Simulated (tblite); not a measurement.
# C9H21ClS2Si (MeSiCl(SBu)2): the cost of one run

Programs: tblite 0.8.0 and PySCF 2.14.0, with density-fitted response routines of our own. Each step states its level of theory. These are calculated values for one molecule in the gas phase, unless marked as measured. Atoms are numbered from 0 throughout.

### 1 The starting structure

34 atoms, charge 0, multiplicity 1; geometry from: force field or distance geometry start.

Bonds of the start (Å): C0–C1 1.54, C1–C2 1.53, C2–C3 1.53, C3–S4 1.85, S4–Si5 2.17, Si5–C6 1.89, Si5–Cl7 2.02, Si5–S8 2.16, S8–C9 1.84, C9–C10 1.52, C10–C11 1.53, C11–C12 1.52, C0–H13 1.08, C0–H14 1.09, C0–H15 1.10, C1–H16 1.09, C1–H17 1.09, C2–H18 1.10, C2–H19 1.09, C3–H20 1.09, C3–H21 1.08, C6–H22 1.08, C6–H23 1.09, C6–H24 1.08, C9–H25 1.09, C9–H26 1.09, C10–H27 1.09, C10–H28 1.09, C11–H29 1.10, C11–H30 1.09 and more.

### 2 Geometry optimisation with GFN2-xTB

The job: settings as JSON, then the geometry in Å.

```
{"job": {"kind": "relax", "xc": "GFN2-xTB", "basis": "xTB"}, "charge": 0, "multiplicity": 1}
C      5.648500     1.101800     1.399300
C      4.524600     0.935300     0.362300
C      3.507900    -0.104200     0.831500
C      2.419300    -0.280000    -0.230600
S      1.169100    -1.503800     0.357900
Si    -0.131300    -1.478600    -1.379600
C     -1.503300    -2.727300    -1.027000
Cl     0.905200    -1.946100    -3.054100
S     -0.791700     0.552200    -1.688300
C     -1.712700     0.869900    -0.123200
C     -3.196600     0.606300    -0.306600
C     -3.968300     0.781500     1.003800
C     -5.467900     0.596600     0.805800
H      6.162200     0.161300     1.559500
H      6.360100     1.849500     1.060500
H      5.226400     1.439600     2.362500
H      4.030800     1.891200     0.207100
H      4.958300     0.606600    -0.580400
H      3.037600     0.226000     1.770000
H      3.994200    -1.056800     1.019800
H      1.896500     0.656600    -0.415300
H      2.840000    -0.665700    -1.151000
H     -1.085600    -3.724700    -0.949500
H     -2.003000    -2.527200    -0.079900
H     -2.249200    -2.716600    -1.807900
H     -1.281600     0.246000     0.657800
H     -1.524200     1.921800     0.112100
H     -3.340500    -0.406800    -0.673300
H     -3.581200     1.296400    -1.060300
H     -3.775400     1.783200     1.411500
H     -3.595100     0.060800     1.734200
H     -5.672700    -0.390900     0.393700
H     -5.995400     0.698800     1.737700
H     -5.845300     1.335800     0.108800
```

Started as:

```
$ OMP_NUM_THREADS=2 python probes_run.py task.json out
```

The driver reads the jobs from task.json and runs them one after another.

**Question.** How long does this first job take on 2 threads of Intel Xeon Platinum 8259CL at 2.50GHz, shared host, and how much memory does it need?

About 6.8 s, with a peak of 0.19 GiB.
